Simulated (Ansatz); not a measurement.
CH₅Al₂NO, SMILES N=[CH][AlH][AlH][OH]: vertical spin-state energies, run with Ansatz's Python interface.

`ch5al2no_spin.py`
```python
# -*- coding: utf-8 -*-
"""Gap between spin states of CH5Al2NO at one geometry."""

import ansatz as az

geometry_ang = [
    ("N", (2.15, -0.659, -0.5787)),
    ("C", (1.3234, -1.5429, -0.1564)),
    ("Al", (-0.5419, -1.1509, 0.4537)),
    ("Al", (-1.3031, 1.1882, 0.4218)),
    ("O", (-0.3055, 2.5312, -0.1995)),
    ("H", (1.7945, 0.3845, -0.6328)),
    ("H", (1.7077, -2.5623, -0.1219)),
    ("H", (-1.3991, -2.3221, 0.9896)),
    ("H", (-2.8606, 1.5049, 0.9589)),
    ("H", (-0.4824, 2.5771, -1.1318)),
]
geometry = az.Crystal.molecule()
for symbol, xyz in geometry_ang:
    geometry = geometry.atom(symbol, xyz)

calculation = (
    geometry.calculation()
    .basis(gaussian="def2-SVPD")
    .functional("b3lyp")
)
found = {}
for unpaired in [0, 2, 4]:
    data = calculation.spin("collinear", total=unpaired).run(threads=1, backend="cpu").report
    s = unpaired / 2
    found[unpaired] = data["free_energy_ev"]
    print(f"2S+1 = {unpaired + 1}: E = {found[unpaired]:.5f} eV, <S^2> = {abs(data['mean_field']['state']['spin_squared']):.3f} (pure state {s * (s + 1):.2f})")
lowest = min(found, key=found.get)
for unpaired, e in found.items():
    print(f"multiplicity {unpaired + 1}: {23.060548 * (e - found[lowest]):.1f} kcal/mol above the lowest")
```

Which spin state is lowest at this geometry, and how far above lie the others?

In order: multiplicity 1 (+0.00 eV), multiplicity 3 (+1.85 eV) and multiplicity 5 (+5.00 eV), all at the one geometry.

What the script printed:

```console
$ python ch5al2no_spin.py
2S+1 = 1: E = -17842.70233 eV, <S^2> = 0.000 (pure state 0.00)
2S+1 = 3: E = -17840.85175 eV, <S^2> = 2.009 (pure state 2.00)
2S+1 = 5: E = -17837.70037 eV, <S^2> = 6.011 (pure state 6.00)
multiplicity 1: 0.0 kcal/mol above the lowest
multiplicity 3: 42.7 kcal/mol above the lowest
multiplicity 5: 115.3 kcal/mol above the lowest
```

Caveats:
- Total energies depend on the basis set; only differences at equal settings carry meaning.
- The geometry is a force-field or estimated start, not a minimum of this method, and the basis set is short of its limit. All parts are taken at fixed geometry, without zero-point energy.
- b3lyp holds the VWN-RPA fit, as in Gaussian; the form of ORCA and Turbomole is b3lyp5.
- Hardware and time: 60 s on 1 thread of Arm Neoverse V2, with other jobs on the host, peak memory 0.72 GiB.
